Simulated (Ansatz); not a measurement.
Geometry optimisation, DFT PBE, scalar-relativistic, plane waves, PAW in Ansatz 0.2.0.

input.yaml

```yaml
crystal:
  lattice:
    - [5.813, 0.0, 0.0]
    - [-2.9065, 5.034206, 0.0]
    - [0.0, 0.0, 15.2549]
  atoms:
    - { symbol: W, position: [0.0, 0.0, 0.06555271] }
    - { symbol: C, position: [0.33333333, 0.16666666, 0.15852611] }
    - { symbol: W, position: [0.0, 0.0, 0.25149952] }
    - { symbol: C, position: [0.33333333, 0.16666666, 0.34447292] }
    - { symbol: W, position: [-2.0e-08, 0.49999997, 0.06555271] }
    - { symbol: C, position: [0.33333331, 0.66666662, 0.15852611] }
    - { symbol: W, position: [-2.0e-08, 0.49999997, 0.25149952] }
    - { symbol: C, position: [0.33333331, 0.66666662, 0.34447292] }
    - { symbol: W, position: [0.5, 0.0, 0.06555271] }
    - { symbol: C, position: [0.83333333, 0.16666666, 0.15852611] }
    - { symbol: W, position: [0.5, 0.0, 0.25149952] }
    - { symbol: C, position: [0.83333333, 0.16666666, 0.34447292] }
    - { symbol: W, position: [0.49999998, 0.49999997, 0.06555271] }
    - { symbol: C, position: [0.83333331, 0.66666662, 0.15852611] }
    - { symbol: W, position: [0.49999998, 0.49999997, 0.25149952] }
    - { symbol: C, position: [0.83333331, 0.66666662, 0.34447292] }
    - { symbol: Cl, position: [0.3333333, 0.91666661, 0.42051406] }
    - { symbol: H, position: [0.49999995, 1.4999999, 0.38118244] }
basis:
  ecutwfc: 420.0
kpoints:
  mp_grid: { grid: [4, 4, 1] }
hamiltonian:
  xc: pbe
  pseudopotentials: { kind: paw, azcp: { folder: soft_1 } }
scf:
  occupations: { method: gaussian, width: 0.05 }
  lower_state_search: "off"
relax:
  f_tol: 0.03
  max_steps: 60
  adjacent_minimum: "off"
  constraints: [{ sites: [0, 4, 8, 12] }]
output:
  write_density: true
  write_potential: true
  elf: true
  volumetric_format: npy
```

Command:

```bash
$ ansatz run input.yaml --threads 4 --pin off --max-ram 10240MiB --backend cpu --events-out ev --progress --plain --runs-dir out
```

Problem. Where does it end, and by what steps?

Solution. It converged. Limits of this set-up: coarse k mesh, thin slab, slab without dipole correction, no dispersion correction for a molecule that may bind weakly, a typed lattice constant that wasn't relaxed here. After 14 steps the energy has fallen by 4.447 eV; H18 moved furthest, 1.81 Å. Parted: W15–H18 (1.98 → 2.90 Å). Joined: C16–H18 (1.77 → 1.09 Å).

```csv
step,energy less start (eV),largest force component (eV/Å),accepted
0,0.0000,4.167,yes
1,-1.7339,1.351,yes
2,-2.1806,0.939,yes
3,-2.4184,0.987,yes
4,-2.8367,1.570,yes
5,-3.1629,1.221,yes
6,-3.3963,0.629,yes
7,-3.6119,0.703,yes
8,-3.8657,0.880,yes
9,-4.1110,0.657,yes
10,-4.2659,0.981,yes
11,-4.3763,0.774,yes
12,-4.4440,0.093,yes
13,-4.4467,0.062,yes
14,-4.4472,0.020,yes
```

```xyz
18
Lattice="5.8130 0.0000 0.0000 -2.9065 5.0342 0.0000 0.0000 0.0000 15.2549" Properties=species:S:1:pos:R:3
W 0.000 0.000 1.000
C 1.467 0.841 2.322
W 0.011 -0.011 3.842
C 1.420 0.826 5.010
W -1.453 2.517 1.000
C 0.008 3.367 2.322
W -1.457 2.532 3.842
C -0.028 3.334 5.010
W 2.906 0.000 1.000
C 4.357 0.837 2.277
W 2.938 0.018 3.811
C 4.455 0.894 4.920
W 1.453 2.517 1.000
C 2.902 3.353 2.329
W 1.482 2.534 3.874
C 2.931 3.370 5.106
Cl -0.409 4.798 6.490
H 0.081 8.437 6.194
```

Whether the end is a true minimum wasn't checked by a vibrational analysis.

The run took 95 s on 4 threads of Intel(R) Xeon(R) Platinum 8259CL CPU @ 2.50GHz (Skylake/Cascade Lake) (shared host), peak memory 1.4 GiB.
